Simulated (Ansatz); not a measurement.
**C₃H₈BN: a ladder of functionals and wavefunction methods**

One table from this session's results is given with a row withheld; the runs are named, their logs left out.

Method: functionals in def2-TZVPP, the program's frozen cores in correlated methods; program: Ansatz 0.2.0, Gaussian basis.

Plan: LDA (SPW92), PBE-D4, revPBE-D4, BLYP-D4, r2SCAN-D4, B97M-V, PBE0-D4, B3LYP-D4, r2SCANh-D4, r2SCAN0-D4, HSE06-D4, BHLYP-D4, CAM-B3LYP-D4, LC-ωPBE, ωB97X-V, ωB97M-V, B2PLYP, PBE-QIDH; CCSD(T)/def2-SVP; CCSD(T)/def2-TZVPP; MP2/def2-QZVPP; extrapolation to the limit; RPA on PBE.

### Structure used throughout

The geometry comes from an earlier relaxation with PBE0-D4 in a triple-zeta def2 set; it is a stationary point, not always the lowest conformer.

SMILES `BN(C)C=C`, 13 atoms, charge 0, spin multiplicity 1.

Atoms are counted from 1 here; the program's logs count them from 0.

Bond lengths: B1–N2 1.399 Å, B1–H6 1.195 Å, B1–H7 1.195 Å, N2–C3 1.449 Å, N2–C4 1.395 Å, C3–H8 1.094 Å, C3–H9 1.094 Å, C3–H10 1.087 Å, C4–C5 1.331 Å, C4–H11 1.084 Å, C5–H12 1.082 Å, C5–H13 1.081 Å. Angles: N2–B1–H6 118.5°, N2–B1–H7 119.0°, H6–B1–H7 122.5°, B1–N2–C3 122.3°, B1–N2–C4 121.2°, C3–N2–C4 116.5°, N2–C3–H8 110.7°, N2–C3–H9 110.7°, N2–C3–H10 109.1°, H8–C3–H9 108.1°, H8–C3–H10 109.1°, H9–C3–H10 109.1°, N2–C4–C5 126.4°, N2–C4–H11 112.9°, C5–C4–H11 120.7°, C4–C5–H12 123.3°, C4–C5–H13 119.4°, H12–C5–H13 117.4°.

Geometry (Å):

```
B    -0.1594    0.3705   -1.8510
N     0.0383    0.1249   -0.4883
C     1.2884    0.4266    0.1787
C    -0.9699   -0.4279    0.3008
C    -0.8941   -0.7033    1.6003
H    -1.2179    0.0955   -2.3332
H     0.7325    0.8457   -2.4887
H     1.7260   -0.4793    0.6089
H     1.1312    1.1451    0.9888
H     1.9831    0.8497   -0.5429
H    -1.8780   -0.6303   -0.2556
H    -0.0098   -0.5186    2.1956
H    -1.7500   -1.1335    2.1017
```

The first run:

in.yaml

```yaml
crystal:
  periodic: [false, false, false]
  atoms:
    - {symbol: B, position_ang: [-0.159378, 0.370526, -1.851008]}
    - {symbol: N, position_ang: [0.038320, 0.124930, -0.488303]}
    - {symbol: C, position_ang: [1.288410, 0.426593, 0.178711]}
    - {symbol: C, position_ang: [-0.969881, -0.427908, 0.300754]}
    - {symbol: C, position_ang: [-0.894068, -0.703288, 1.600305]}
    - {symbol: H, position_ang: [-1.217949, 0.095525, -2.333181]}
    - {symbol: H, position_ang: [0.732451, 0.845650, -2.488720]}
    - {symbol: H, position_ang: [1.725996, -0.479283, 0.608866]}
    - {symbol: H, position_ang: [1.131245, 1.145073, 0.988767]}
    - {symbol: H, position_ang: [1.983074, 0.849711, -0.542939]}
    - {symbol: H, position_ang: [-1.878035, -0.630339, -0.255617]}
    - {symbol: H, position_ang: [-0.009813, -0.518613, 2.195580]}
    - {symbol: H, position_ang: [-1.749971, -1.133475, 2.101687]}
basis:
  gaussian: {orbitals: def2-TZVPP}
hamiltonian: {xc: lda}
output: {orbitals: {seedname: orbitals}}
```

Run with:

```sh
$ ansatz run in.yaml --threads 4 --pin off --events-out ev --progress --plain --max-ram 10444MiB
```

Among the steps run: LDA; PBE-D4 (GGA); revPBE-D4 (GGA); BLYP-D4 (GGA); r2SCAN-D4 (meta-GGA); B97M-V (meta-GGA); B3LYP-D4 (hybrid); r2SCANh-D4 (hybrid); r2SCAN0-D4 (hybrid); HSE06-D4 (hybrid); BHLYP-D4 (hybrid); CAM-B3LYP-D4 (range-separated); LC-ωPBE (range-separated); ωB97X-V (range-separated); ωB97M-V (range-separated); B2PLYP (double hybrid); PBE-QIDH (double hybrid).

One table of the session follows, with a row left open; its other results are not shown here.

It belongs to the step «Frontier levels by functional». 

| functional | HOMO (eV) | gap (eV) |
| --- | --- | --- |
| LDA (SPW92) | -5.98 | 4.25 |
| PBE-D4 | -5.77 | 4.29 |
| revPBE-D4 | -5.70 | 4.31 |
| BLYP-D4 | -5.60 | 4.27 |
| r2SCAN-D4 | -5.91 | 4.73 |
| B97M-V | -5.94 | 4.72 |
| PBE0-D4 | ? | ? |
| B3LYP-D4 | -6.58 | 5.83 |
| r2SCANh-D4 | -6.30 | 5.46 |
| r2SCAN0-D4 | -6.89 | 6.55 |
| HSE06-D4 | -6.39 | 5.49 |
| BHLYP-D4 | -7.66 | 8.12 |
| CAM-B3LYP-D4 | -8.05 | 8.56 |
| LC-ωPBE | -9.38 | 11.04 |
| ωB97X-V | -9.01 | 10.57 |
| ωB97M-V | -8.95 | 10.27 |

Estimate the missing values for PBE0-D4.

As computed: HOMO (eV): -6.79; gap (eV): 6.26. In the column «HOMO (eV)» it lies between r2SCAN0-D4 (-6.89) and B3LYP-D4 (-6.58).
